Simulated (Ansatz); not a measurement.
# CH3ClSi: the cost of one run

Method: PBE0-D4/def2-TZVP structures, single points in def2-TZVPP, no counterpoise correction; program: Ansatz 0.2.0, Gaussian basis.

Levels: SPW92, PBE-D4, BLYP-D4, r2SCAN-D4, B97M-V, PBE0-D4, B3LYP-D4, r2SCAN0-D4, BHLYP-D4, CAM-B3LYP-D4, wB97X-V, wB97M-V, B2PLYP, PBE-QIDH, RPA on PBE, Hartree-Fock, MP2, CCSD, CCSD(T).

Cores are frozen in the correlated methods. B3LYP uses VWN-RPA correlation. B2PLYP carries no dispersion term here.

56 further runs of the same task are left out: 56 set aside as unsound or not needed.

### Step 1. Starting geometry

The complex: 10 atoms, charge 0, spin multiplicity 1.

Atoms are counted from 1 here; the program's logs count them from 0.

Bond lengths: Si1–N2 2.004 Å, Si1–C3 1.702 Å, Si1–H5 1.483 Å, Si1–Cl6 2.090 Å, N2–H4 1.016 Å, N2–H7 1.018 Å, N2–H8 1.017 Å, C3–H9 1.083 Å, C3–H10 1.084 Å. Angles: N2–Si1–C3 111.3°, N2–Si1–H5 94.6°, N2–Si1–Cl6 90.4°, C3–Si1–H5 121.4°, C3–Si1–Cl6 121.8°, H5–Si1–Cl6 108.9°, Si1–N2–H4 107.6°, Si1–N2–H7 115.6°, Si1–N2–H8 107.3°, H4–N2–H7 109.9°, H4–N2–H8 107.5°, H7–N2–H8 108.7°, Si1–C3–H9 124.3°, Si1–C3–H10 118.6°, H9–C3–H10 116.4°.

Coordinates:

```csv
atom,x (Å),y (Å),z (Å)
Si1,-0.58144,-0.08571,0.47423
N2,1.32728,0.43791,0.16053
C3,-1.26355,-0.79566,-0.91432
H4,1.83309,-0.39885,-0.11600
H5,-0.28699,-0.88717,1.68720
Cl6,-1.04059,1.87053,1.05046
H7,1.79662,0.88270,0.94698
H8,1.33883,1.07777,-0.63015
H9,-1.67264,-0.23757,-1.74691
H10,-1.45061,-1.86385,-0.91202
```

Its parts: CH3ClSi holds atoms 1, 3, 5, 6, 9, 10; NH3 holds atoms 2, 4, 7, 8. Each part counts its atoms afresh in its own runs.

### Step 2. Relaxing CH3ClSi alone

File relax-a/in.yaml:

```yaml
crystal:
  periodic: [false, false, false]
  atoms:
    - {symbol: Si, position_ang: [-0.581435, -0.085713, 0.474233]}
    - {symbol: C, position_ang: [-1.263555, -0.795659, -0.914319]}
    - {symbol: H, position_ang: [-0.286994, -0.887170, 1.687198]}
    - {symbol: Cl, position_ang: [-1.040585, 1.870526, 1.050457]}
    - {symbol: H, position_ang: [-1.672640, -0.237572, -1.746908]}
    - {symbol: H, position_ang: [-1.450615, -1.863846, -0.912019]}
basis:
  gaussian: {orbitals: def2-TZVP}
hamiltonian: {xc: pbe0, dispersion: d4}
relax: {f_tol: 0.005, max_steps: 200}
```

The run is started by

```sh
ansatz run in.yaml --threads 4 --pin off --events-out ev --progress --plain --max-ram 9574MiB
```

**Question.** How long does this run take on 4 threads of Arm Neoverse V2, shared host?

About 7.5 s.
